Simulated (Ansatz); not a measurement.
LiFeN, space group P-6m2: an all-electron equation of state, run with Ansatz 0.2.0 through its Python package.

`eos_lapw_lifen.py`:
```python
"""All-electron equation of state of LiFeN."""

import ansatz as az
from ase.eos import EquationOfState
from ase.units import GPa
import numpy as np

VECTORS = np.array([
    [3.1006, 0.0, 0.0],
    [-1.5503, 2.685199, 0.0],
    [0.0, 0.0, 4.145339],
])
SITES = [
    ("Li", (1 / 3, 2 / 3, 0.0), 0.0),
    ("Fe", (2 / 3, 1 / 3, 0.5), 3.5),
    ("N", (1 / 3, 2 / 3, 0.5), 0.0),
]


def on_lattice(cell):
    crystal = az.Crystal(lattice=az.Lattice.of(cell))
    for symbol, position, moment in SITES:
        crystal = crystal.atom(symbol, position, moment=moment or None)
    return crystal

volumes, energies = [], []
for scale in np.linspace(0.94, 1.06, 7):
    cell = VECTORS * scale ** (1 / 3)
    job = (
        on_lattice(cell).calculation()
        .functional("PBEsol")
        .occupations("fermi_dirac", width=0.15)
        .spin("collinear")
        .scf(tolerance=1e-07)
        .kpoints(9, 9, 6)
        .pseudopotentials("all_electron", lapw=True)
    )
    data = job.run().report
    volumes.append(abs(np.linalg.det(cell)) / len(SITES))
    energies.append(data["free_energy_ev"] / len(SITES))
    print(f"{scale:.3f} {volumes[-1]:9.4f} A^3/atom {energies[-1]:16.5f} eV/atom  (estimated basis error {1000 * data['lapw_basis_errors']['total_ev_per_atom']:.2f} meV/atom)")
v0, e0, bulk = EquationOfState(volumes, energies, eos="birchmurnaghan").fit()
print(f"V0 = {v0:.4f} A^3/atom, B0 = {bulk / GPa:.1f} GPa")
```

Its results, one of them left out:

| V (Å³/atom) | F less the lowest row shown (meV/atom) |
| --- | --- |
| 10.814 | ? |
| 11.044 | 0.00 |
| 11.274 | 1.91 |
| 11.504 | 7.81 |
| 11.734 | 17.27 |
| 11.964 | 29.95 |
| 12.195 | 45.50 |

What is the missing energy at 10.814 Å³ an atom?

A third-order Birch-Murnaghan fit, E = E0 + (9 V0 B0 / 16) [(t - 1)³ B' + (t - 1)² (6 - 4t)] with t = (V0/V)^(2/3), through the 6 rows shown gives V0 = 11.056 Å³, B0 = 147.5 GPa, B' = 4.23 and E0 = -0.01 meV. At V = 10.814 Å³, t = 1.01485, and the fit extrapolates to 2.52 meV. The run gave 2.52 meV, a miss of 0.01 meV.

Notes:
- The SCF didn't keep the moments it started from (some shrank, vanished or turned); what is printed is the state reached.
- Shape and fractional positions are held along the curve, so the bulk modulus is an upper value where they are free to relax.
- For a metal this k-point mesh is coarse: on a finer one energies can move by several to tens of meV an atom and pressures by half a GPa or more, differences at one mesh by less.
- This cell is a computed structure, which may not be the phase found in nature.
- Timing: 38 min on 1 thread of Intel(R) Xeon(R) Processor @ 2.50GHz (Skylake/Cascade Lake), with other jobs on the host, peak memory 0.96 GiB.
